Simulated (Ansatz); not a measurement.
# revPBE/cc-pVDZ run of C2H4FGa (SMILES C=[CH][GaH][F])

What is the vertical singlet–triplet gap of C2H4FGa at revPBE/cc-pVDZ? 

The results are computed with Ansatz 0.2.0.

67 further runs of the same task are left out: 2 that didn't finish, 65 set aside as unsound or not needed.

## 1. The molecule

C2H4FGa: 8 atoms, total charge 0, spin state singlet. As SMILES, `C=[CH][GaH][F]`. Geometry: relaxed at PBE0-D4/def2-TZVP. This is one conformer, not always the lowest.

Bond lengths: C1–C2 1.332 Å, C2–Ga3 1.936 Å, Ga3–F4 1.763 Å, C1–H5 1.088 Å, C1–H6 1.088 Å, C2–H7 1.087 Å, Ga3–H8 1.557 Å. Angles: C1–C2–Ga3 120.9°, C2–Ga3–F4 115.4°, C1–C2–H7 118.8°, Ga3–C2–H7 120.3°, C2–C1–H5 122.2°, C2–C1–H6 122.3°, C2–Ga3–H8 129.9°, F4–Ga3–H8 114.7°, H5–C1–H6 115.5°.

## 2. The energy at revPBE/cc-pVDZ

Input file molecule.yaml:

```yaml
crystal:
  periodic: [false, false, false]
  atoms:
    - {symbol: C, position_ang: [-0.837100, 1.175400, 0.060900]}
    - {symbol: C, position_ang: [0.342600, 0.569500, -0.065000]}
    - {symbol: Ga, position_ang: [0.481700, -1.360200, -0.007600]}
    - {symbol: F, position_ang: [2.110500, -2.006100, -0.199600]}
    - {symbol: H, position_ang: [-1.762100, 0.620500, 0.200100]}
    - {symbol: H, position_ang: [-0.941100, 2.257800, 0.031600]}
    - {symbol: H, position_ang: [1.232300, 1.179600, -0.202300]}
    - {symbol: H, position_ang: [-0.626900, -2.436700, 0.182000]}
basis:
  gaussian:
    orbitals: cc-pVDZ
hamiltonian:
  xc: {name: revPBE}
accuracy: high
output:
  orbitals: {seedname: orbitals}
```

Run with:

```console
$ ansatz run molecule.yaml --threads 1 --pin off --max-ram 3480MiB --events-out events.jsonl --progress --plain --runs-dir runs
```

Standard output:

```text
Warning: RAYON_NUM_THREADS=1 ignored (pool sized by the plan → 1); use --threads N
Functional definition: revPBE
  name "revPBE"
  parameter kappa = 1.245
  parameter beta = 0.06672455060314922
  exchange = pbe_x(kappa = kappa, mu = beta*pi^2/3)
  correlation = pbe_c(beta = beta)
2037 factors; integrals over basis functions are off by at most 4.6e-9 eV
mean field evaluation 1: about -57219.2568 eV, gradient 6.1e1 eV
mean field evaluation 2: about -57190.3024 eV, gradient 1.2e2 eV
mean field evaluation 4: about -57227.7822 eV, gradient 1.3e1 eV
mean field evaluation 8: about -57228.1520 eV, gradient 2.4e-1 eV
mean field evaluation 16: about -57228.1394 eV, gradient 9.5e-6 eV
mean field -57228.13939742 eV, -2103.0953322289 hartree, gradient 4.8e-8 eV, S^2 0.000000; 0 other end points of the search recorded, 0 dependent functions left out
reference -57228.13940245 eV, -2103.0953324139 hartree; 28, 28 occupied and 61, 61 virtual orbitals, 2037 factors
Total energy: -57228.13940245 eV, -2103.0953324139 hartree
```

Wall time 8.7 s (1 thread of Arm Neoverse V1, shared host); peak memory 0.23 GiB.

## 3. The triplet at the same level

Input file run.yaml:

```yaml
crystal:
  periodic: [false, false, false]
  atoms:
    - {symbol: C, position_ang: [-0.837100, 1.175400, 0.060900]}
    - {symbol: C, position_ang: [0.342600, 0.569500, -0.065000]}
    - {symbol: Ga, position_ang: [0.481700, -1.360200, -0.007600]}
    - {symbol: F, position_ang: [2.110500, -2.006100, -0.199600]}
    - {symbol: H, position_ang: [-1.762100, 0.620500, 0.200100]}
    - {symbol: H, position_ang: [-0.941100, 2.257800, 0.031600]}
    - {symbol: H, position_ang: [1.232300, 1.179600, -0.202300]}
    - {symbol: H, position_ang: [-0.626900, -2.436700, 0.182000]}
basis:
  gaussian:
    orbitals: cc-pVDZ
magnetization:
  spin_polarized: true
  initial_magnetization: 2
hamiltonian:
  xc: {name: revPBE}
accuracy: high
output: {orbitals: {seedname: orbitals}}
```

Run with:

```console
$ ansatz run run.yaml --threads 1 --pin off --max-ram 3480MiB --events-out events.jsonl --progress --plain --runs-dir runs
```

Standard output, shortened:

```text
Warning: RAYON_NUM_THREADS=1 ignored (pool sized by the plan → 1); use --threads N
[... 6 set-up lines as earlier in the session ...]
2037 factors; integrals over basis functions are off by at most 4.6e-9 eV
mean field evaluation 1: about -57205.3633 eV, gradient 5.4e1 eV
mean field evaluation 2: about -57009.5175 eV, gradient 1.4e2 eV
mean field evaluation 4: about -57213.7331 eV, gradient 4.4e1 eV
mean field evaluation 8: about -57223.9723 eV, gradient 2.1e0 eV
mean field evaluation 16: about -57223.9976 eV, gradient 6.4e-4 eV
mean field evaluation 32: about -57223.9976 eV, gradient 3.6e-8 eV
mean field evaluation 64: about -57223.7107 eV, gradient 1.8e0 eV
mean field -57223.99760409 eV, -2102.9431241315 hartree, gradient 3.6e-8 eV, S^2 2.005921; 6 other end points of the search recorded, 0 dependent functions left out
reference -57223.99760912 eV, -2102.9431243164 hartree; 29, 27 occupied and 60, 62 virtual orbitals, 2037 factors
Total energy: -57223.99760912 eV, -2102.9431243164 hartree
```

Run time: 31 s. Hardware: 1 thread of Arm Neoverse V1, shared host; peak memory 0.31 GiB.

## 4. Outcome

Level: revPBE/cc-pVDZ.

```
                                        quantity           value
                           singlet: total energy  -2103.09533 Eh
                            singlet: HOMO energy        -6.88 eV
                            singlet: LUMO energy        -2.27 eV
                          singlet: HOMO–LUMO gap         4.60 eV
                           triplet: total energy  -2102.94312 Eh
     triplet: HOMO energy (highest over α and β)        -3.34 eV
                                   triplet: ⟨S²⟩           2.006
vertical energy of the triplet above the singlet        4.142 eV
```

At this shape the triplet lies 4.14 eV (400 kJ/mol) above the singlet.
